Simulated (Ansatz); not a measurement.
# CH5NOSi: how energies converge with the basis set

The task here is to estimate one member of a computed series from the others.

Program: Ansatz 0.2.0, Gaussian basis. Level of theory: one geometry, several basis sets. These are calculated values, not measurements.

The runs, in order: PBE0-D4/def2-SVP; ωB97M-V/def2-SVP; PBE0-D4/def2-QZVPP; ωB97M-V/def2-QZVPP; the functionals' def2-TZVPP values are taken from earlier runs.

### The relaxed structure

An earlier PBE0-D4 in a triple-zeta def2 set relaxation fixed the geometry.

SMILES `N=C[SiH2]O`, 9 atoms, charge 0, spin multiplicity 1.

Atoms are counted from 1 here; the program's logs count them from 0.

Bond lengths: N1–C2 1.271 Å, N1–H5 1.021 Å, C2–Si3 1.894 Å, C2–H6 1.099 Å, Si3–O4 1.636 Å, Si3–H7 1.487 Å, Si3–H8 1.487 Å, O4–H9 0.969 Å. Angles: C2–N1–H5 113.0°, N1–C2–Si3 114.1°, N1–C2–H6 122.2°, Si3–C2–H6 123.7°, C2–Si3–O4 104.4°, C2–Si3–H7 109.9°, C2–Si3–H8 109.9°, O4–Si3–H7 112.1°, O4–Si3–H8 112.1°, H7–Si3–H8 108.4°, Si3–O4–H9 109.7°.

As a file:

```mol
CH5NOSi
  3D, bonds by distance, orders not assigned

  9  8  0  0  0  0  0  0  0  0999 V2000
   -0.8899    0.8064   -1.0141 N   0  0
    0.3004    0.7062   -0.5789 C   0  0
    0.5334   -0.6370    0.7352 Si  0  0
   -0.9550   -1.2929    0.9155 O   0  0
   -0.9964    1.5354   -1.7214 H   0  0
    1.1128    1.3503   -0.9431 H   0  0
    1.0333   -0.0298    1.9968 H   0  0
    1.5311   -1.6353    0.2681 H   0  0
   -1.5815   -0.8498    0.3246 H   0  0
  1  2  8  0
  2  3  8  0
  3  4  8  0
  1  5  8  0
  2  6  8  0
  3  7  8  0
  3  8  8  0
  4  9  8  0
M  END
```

The first run:

Input file in.yaml:

```yaml
crystal:
  periodic: [false, false, false]
  atoms:
    - {symbol: N, position_ang: [-0.889859, 0.806433, -1.014057]}
    - {symbol: C, position_ang: [0.300396, 0.706234, -0.578918]}
    - {symbol: Si, position_ang: [0.533441, -0.636969, 0.735215]}
    - {symbol: O, position_ang: [-0.954958, -1.292852, 0.915528]}
    - {symbol: H, position_ang: [-0.996371, 1.535429, -1.721391]}
    - {symbol: H, position_ang: [1.112831, 1.350315, -0.943121]}
    - {symbol: H, position_ang: [1.033324, -0.029812, 1.996825]}
    - {symbol: H, position_ang: [1.531093, -1.635285, 0.268134]}
    - {symbol: H, position_ang: [-1.581499, -0.849794, 0.324586]}
basis:
  gaussian: {orbitals: def2-SVP}
hamiltonian: {xc: pbe0, dispersion: d4}
output: {orbitals: {seedname: orbitals}}
```

On the command line:

```sh
$ ansatz run in.yaml --threads 2 --pin off --events-out ev --progress --plain --max-ram 4352MiB
```

Among the steps run: PBE0-D4 in def2-SVP; ωB97M-V in def2-SVP; PBE0-D4 in def2-QZVPP; ωB97M-V in def2-QZVPP.

One of the session's tables, all rows but one given; the rest of the session is left out.

It belongs to the step «Functionals by basis». 

```
functional       basis  HOMO (eV)
   PBE0-D4    def2-SVP      -7.68
   PBE0-D4  def2-TZVPP      -7.82
   PBE0-D4  def2-QZVPP      -7.85
   ωB97M-V    def2-SVP      -9.97
   ωB97M-V  def2-TZVPP     -10.14
   ωB97M-V  def2-QZVPP          ?
```

Q: Estimate the row for ωB97M-V, def2-QZVPP from the others.

**Answer.** HOMO (eV): -10.17. In the column «HOMO (eV)» it is the lowest.
